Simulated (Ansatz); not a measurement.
# SnH₂Cl₂: basis-set convergence

One table from this session's results is given with a row withheld; the runs are named, their logs left out.

Method: one geometry, several basis sets; program: Ansatz 0.2.0, Gaussian basis.

The runs, in order: PBE0-D4/def2-SVP; ωB97M-V/def2-SVP; PBE0-D4/def2-QZVPP; ωB97M-V/def2-QZVPP; the functionals' def2-TZVPP values are taken from earlier runs.

## The relaxed structure

An earlier PBE0-D4 in a triple-zeta def2 set relaxation fixed the geometry. Sn takes the def2 core potential; no spin-orbit term is included.

SMILES `[Cl][SnH2][Cl]`, 5 atoms, charge 0, spin multiplicity 1.

Atoms are counted from 1 here; the program's logs count them from 0.

Bond lengths: Cl1–Sn2 2.316 Å, Sn2–Cl3 2.316 Å, Sn2–H4 1.695 Å, Sn2–H5 1.695 Å. Angles: Cl1–Sn2–Cl3 106.5°, Cl1–Sn2–H4 107.8°, Cl1–Sn2–H5 107.8°, Cl3–Sn2–H4 107.8°, Cl3–Sn2–H5 107.8°, H4–Sn2–H5 118.6°.

Geometry (Å):

```
atom     x (Å)     y (Å)     z (Å)
 Cl1  -1.79527  -0.32618   1.20649
 Sn2   0.19239  -0.10292   0.03860
 Cl3  -0.25042   1.29551  -1.75387
  H4   0.60216  -1.62626  -0.58206
  H5   1.30104   0.68625   1.04945
```

Set-up of the first run:

in.yaml

```yaml
crystal:
  periodic: [false, false, false]
  atoms:
    - {symbol: Cl, position_ang: [-1.795273, -0.326183, 1.206485]}
    - {symbol: Sn, position_ang: [0.192391, -0.102919, 0.038596]}
    - {symbol: Cl, position_ang: [-0.250419, 1.295513, -1.753868]}
    - {symbol: H, position_ang: [0.602165, -1.626263, -0.582063]}
    - {symbol: H, position_ang: [1.301036, 0.686252, 1.049448]}
basis:
  gaussian: {orbitals: def2-SVP}
hamiltonian: {xc: pbe0, dispersion: d4}
output: {orbitals: {seedname: orbitals}}
```

Among the steps run: PBE0-D4 in def2-SVP; ωB97M-V in def2-SVP; PBE0-D4 in def2-QZVPP; ωB97M-V in def2-QZVPP.

One table of the session follows, with a row left open; its other results are not shown here.

```
functional       basis  HOMO (eV)
   PBE0-D4    def2-SVP      -8.77
   PBE0-D4  def2-TZVPP          ?
   PBE0-D4  def2-QZVPP      -8.96
   ωB97M-V    def2-SVP     -10.93
   ωB97M-V  def2-TZVPP     -11.15
   ωB97M-V  def2-QZVPP     -11.19
```

**Question.** Estimate the row for PBE0-D4, def2-TZVPP.

The run gave: HOMO (eV): -8.94. In the column «HOMO (eV)» it lies between PBE0-D4, def2-QZVPP (-8.96) and PBE0-D4, def2-SVP (-8.77).
